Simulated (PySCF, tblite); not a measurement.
# C₅H₉O₂PSi: geometry, infrared bands and NMR shifts

Aim: predict the infrared bands and NMR shifts of C₅H₉O₂PSi (`CC(=O)[P@]1(=O)C(C)=C1[SiH3]`).

Computed with tblite 0.8.0 and PySCF 2.14.0, with density-fitted response routines of our own, on a single molecule in the gas phase. Atoms are numbered from 0 throughout.

## (1) The molecule as given

18 atoms, charge 0, multiplicity 1; geometry from: force field or distance geometry start.

Bonds of the start (Å): C0–C1 1.47, C1–O2 1.21, C1–P3 1.78, P3–O4 1.50, P3–C5 1.79, C5–C6 1.51, C5–C7 1.33, C7–Si8 1.87, C7–P3 1.79, C0–H9 1.11, C0–H10 1.12, C0–H11 1.09, C6–H12 1.08, C6–H13 1.11, C6–H14 1.13, Si8–H15 1.45, Si8–H16 1.46, Si8–H17 1.50.

## (2) Geometry optimisation with GFN2-xTB

Job settings and geometry (Å):

```
{"job": {"kind": "relax", "xc": "GFN2-xTB", "basis": "xTB"}, "charge": 0, "multiplicity": 1}
C     -0.129700     3.150900     0.110600
C     -0.559600     1.756300    -0.086400
O     -1.384400     1.523700    -0.938100
P      0.103300     0.413500     0.878300
O      0.361400     0.537000     2.355400
C      0.887300    -0.903200    -0.054300
C      2.201200    -1.303000    -0.692300
C     -0.378800    -1.182300     0.221000
Si    -1.823600    -2.363100     0.077900
H     -0.029500     3.307900     1.207300
H     -0.962500     3.803100    -0.262300
H      0.801000     3.277500    -0.447900
H      2.064400    -2.096400    -1.416500
H      2.691300    -0.450800    -1.211700
H      2.938400    -1.578200     0.114900
H     -1.596700    -3.408900    -0.899500
H     -2.152500    -2.854500     1.412600
H     -3.039700    -1.623300    -0.380700
```

Started as:

```bash
$ OMP_NUM_THREADS=1 python probes_run.py task.json out
```

This one command runs all jobs of the session in turn.

**Question.** This job is followed by: GFN2-xTB harmonic vibrations, gas phase; GIAO PBE0/pcSseg-1 NMR shielding, non-relativistic, gas phase. Predict these results of the whole session: strongest single infrared mode (GFN2-xTB); zero-point energy (GFN2-xTB); ¹³C shifts against TMS (PBE0/pcSseg-1); ¹H shifts against TMS (PBE0/pcSseg-1, means over atoms taken as alike); ¹⁷O shifts against H2O (PBE0/pcSseg-1); ³¹P shifts against H3PO4 (PBE0/pcSseg-1); ²⁹Si shifts against TMS (PBE0/pcSseg-1).

**Answer**, as computed:

| quantity | value |
| --- | --- |
| strongest single infrared mode (GFN2-xTB) | 776 cm⁻¹, 392 km/mol |
| zero-point energy (GFN2-xTB) | 76.1 kcal/mol |
| ¹³C shifts against TMS (PBE0/pcSseg-1) | 220.7, 182.7, 158.4, 40.0, 17.9 ppm |
| ¹H shifts against TMS (PBE0/pcSseg-1, means over atoms taken as alike) | 4.35, 3.11, 2.56 ppm |
| ¹⁷O shifts against H2O (PBE0/pcSseg-1) | 749.4, 54.2 ppm |
| ³¹P shifts against H3PO4 (PBE0/pcSseg-1) | -111.6 ppm |
| ²⁹Si shifts against TMS (PBE0/pcSseg-1) | -95.9 ppm |

What this shows: Over 117 steps the energy fell by 0.613 eV; of the close pairs, C1–P3 changed most, 1.781 to 1.854 Å. All 48 modes are real, so the xTB geometry is a minimum. The strongest single mode, at 776 cm⁻¹, moves mainly H17 and H15. Unscaled tight-binding wavenumbers are off by several per cent, some by more. Its intensities can rank the bands wrongly. At PBE0/pcSseg-1: The largest span, 1477 ppm, is at O2, where the paramagnetic term is -817 ppm.
